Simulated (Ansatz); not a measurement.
## Molecular dynamics of Mg

Input file:

```yaml
crystal:
  lattice:
    - [10.08925, 0.0, 0.0]
    - [-5.044625, 8.737547, 0.0]
    - [0.0, 0.0, 10.923295]
  atoms:
    - { symbol: Mg, position: [0.0, 0.0, 0.0] }
    - { symbol: Mg, position: [0.1111111, 0.2222222, 0.25] }
    - { symbol: Mg, position: [0.0, 0.0, 0.5] }
    - { symbol: Mg, position: [0.1111111, 0.2222222, 0.75] }
    - { symbol: Mg, position: [0.0, 0.3333333, 0.0] }
    - { symbol: Mg, position: [0.1111111, 0.5555556, 0.25] }
    - { symbol: Mg, position: [0.0, 0.3333333, 0.5] }
    - { symbol: Mg, position: [0.1111111, 0.5555556, 0.75] }
    - { symbol: Mg, position: [0.0, 0.6666667, 0.0] }
    - { symbol: Mg, position: [0.1111111, 0.8888889, 0.25] }
    - { symbol: Mg, position: [0.0, 0.6666667, 0.5] }
    - { symbol: Mg, position: [0.1111111, 0.8888889, 0.75] }
    - { symbol: Mg, position: [0.3333333, 0.0, 0.0] }
    - { symbol: Mg, position: [0.4444444, 0.2222222, 0.25] }
    - { symbol: Mg, position: [0.3333333, 0.0, 0.5] }
    - { symbol: Mg, position: [0.4444444, 0.2222222, 0.75] }
    - { symbol: Mg, position: [0.3333333, 0.3333333, 0.0] }
    - { symbol: Mg, position: [0.4444444, 0.5555556, 0.25] }
    - { symbol: Mg, position: [0.3333333, 0.3333333, 0.5] }
    - { symbol: Mg, position: [0.4444444, 0.5555556, 0.75] }
    - { symbol: Mg, position: [0.3333333, 0.6666667, 0.0] }
    - { symbol: Mg, position: [0.4444444, 0.8888889, 0.25] }
    - { symbol: Mg, position: [0.3333333, 0.6666667, 0.5] }
    - { symbol: Mg, position: [0.4444444, 0.8888889, 0.75] }
    - { symbol: Mg, position: [0.6666667, 0.0, 0.0] }
    - { symbol: Mg, position: [0.7777778, 0.2222222, 0.25] }
    - { symbol: Mg, position: [0.6666667, 0.0, 0.5] }
    - { symbol: Mg, position: [0.7777778, 0.2222222, 0.75] }
    - { symbol: Mg, position: [0.6666667, 0.3333333, 0.0] }
    - { symbol: Mg, position: [0.7777778, 0.5555556, 0.25] }
    - { symbol: Mg, position: [0.6666667, 0.3333333, 0.5] }
    - { symbol: Mg, position: [0.7777778, 0.5555556, 0.75] }
    - { symbol: Mg, position: [0.6666667, 0.6666667, 0.0] }
    - { symbol: Mg, position: [0.7777778, 0.8888889, 0.25] }
    - { symbol: Mg, position: [0.6666667, 0.6666667, 0.5] }
    - { symbol: Mg, position: [0.7777778, 0.8888889, 0.75] }
basis:
  ecutwfc: 420.0
kpoints:
  mp_grid: { grid: [1, 1, 1] }
hamiltonian:
  xc: pbe
scf:
  occupations: { method: fermi_dirac, width: 0.16 }
  lower_state_search: "off"
md:
  timestep: 2
  n_steps: 250
  ensemble: nvt_langevin
  temperature: 1800.0
  initial_velocities: maxwell_boltzmann
  seed: 774713
  friction: 0.02
```

Launched with:

```bash
$ ansatz run input.yaml --threads 4 --pin off --max-ram 10240MiB --backend cpu --events-out ev --progress --plain --runs-dir out
```

It starts from a structure without forces on its atoms.

Output, in part (step lines):

```
md step     0: t =     0.00 fs  T =  1750.0 K  F+E_penalty+E_count = -69245.01947622 eV  E_kin = 8.143380 eV  (7 SCF iters)
md step     1: t =     2.00 fs  T =  1756.0 K  F+E_penalty+E_count = -69245.00669594 eV  E_kin = 8.171320 eV  (7 SCF iters)
md step     2: t =     4.00 fs  T =  1884.9 K  F+E_penalty+E_count = -69244.96754229 eV  E_kin = 8.771277 eV  (7 SCF iters)
md step     3: t =     6.00 fs  T =  2109.3 K  F+E_penalty+E_count = -69244.89857817 eV  E_kin = 9.815182 eV  (7 SCF iters)
md step     4: t =     8.00 fs  T =  2313.9 K  F+E_penalty+E_count = -69244.79458235 eV  E_kin = 10.767566 eV  (7 SCF iters)
md step     5: t =    10.00 fs  T =  2254.9 K  F+E_penalty+E_count = -69244.65349614 eV  E_kin = 10.492789 eV  (6 SCF iters)
md step     6: t =    12.00 fs  T =  2217.9 K  F+E_penalty+E_count = -69244.47448330 eV  E_kin = 10.320857 eV  (6 SCF iters)
md step     7: t =    14.00 fs  T =  2125.4 K  F+E_penalty+E_count = -69244.25950583 eV  E_kin = 9.890213 eV  (6 SCF iters)
[... lines left out ...]
```

The steps, from the saved trajectory:

```tsv
time (fs)	T (K)	potential energy less start (eV)
0.0	1750	0.000
16.0	2040	1.007
32.0	1609	3.817
48.0	1716	6.067
64.0	1854	6.701
80.0	2030	7.268
96.0	1631	8.015
112.0	1903	8.586
128.0	2004	8.202
144.0	2122	7.272
160.0	2170	7.072
176.0	1833	7.498
192.0	2116	6.985
208.0	1842	7.288
224.0	1994	7.858
240.0	1899	7.813
256.0	2142	7.690
272.0	1963	8.204
288.0	1451	7.883
304.0	1742	8.402
320.0	1646	7.892
336.0	1503	7.804
352.0	1658	7.528
368.0	1939	7.475
384.0	1674	7.642
400.0	1647	7.423
416.0	1750	7.246
432.0	1664	7.827
448.0	2120	8.776
464.0	2118	9.214
480.0	1616	9.234
496.0	1549	8.503
```

The run went to its last step. A run of 0.5 ps of so small a system gives no equilibrium averages. Limits of this set-up: coarse k mesh.

Mean squared displacements from the first frame to the last, about the centre of mass: Mg 2.27 Å².

Last frame:

```xyz
36
Lattice="10.0892 0.0000 0.0000 -5.0446 8.7375 0.0000 0.0000 0.0000 10.9233" Properties=species:S:1:pos:R:3
Mg 1.239 1.206 -0.244
Mg -0.880 2.642 1.696
Mg 0.077 0.771 4.874
Mg 2.059 1.849 6.631
Mg -1.936 0.400 -0.220
Mg -1.641 4.935 3.697
Mg -2.248 4.849 7.420
Mg -0.996 3.024 9.891
Mg -3.202 4.841 0.416
Mg -3.711 6.933 2.368
Mg -4.435 6.647 5.559
Mg -3.587 7.952 8.460
Mg 3.401 -0.657 0.157
Mg 2.640 2.248 2.267
Mg 3.297 -1.373 6.037
Mg 4.645 1.177 5.867
Mg 2.841 3.586 -1.569
Mg 1.881 5.411 2.189
Mg 0.882 3.752 4.406
Mg 0.205 5.104 8.114
Mg -0.312 5.405 0.440
Mg -0.558 7.678 2.953
Mg 0.990 6.728 6.063
Mg -0.558 8.296 8.210
Mg 6.675 -1.763 -0.544
Mg 5.366 1.162 1.706
Mg 7.321 0.144 3.969
Mg 7.538 0.621 8.204
Mg 5.630 2.672 -1.018
Mg 4.224 4.338 1.717
Mg 5.741 3.367 4.122
Mg 5.087 4.745 8.030
Mg 4.409 6.501 -0.772
Mg 3.651 7.680 1.992
Mg 3.559 4.684 5.128
Mg 3.533 7.229 7.686
```

The run took 6.4 min on 4 threads of Intel(R) Xeon(R) 6975P-C (Granite Rapids), with other jobs on the host, peak memory 1 GiB.
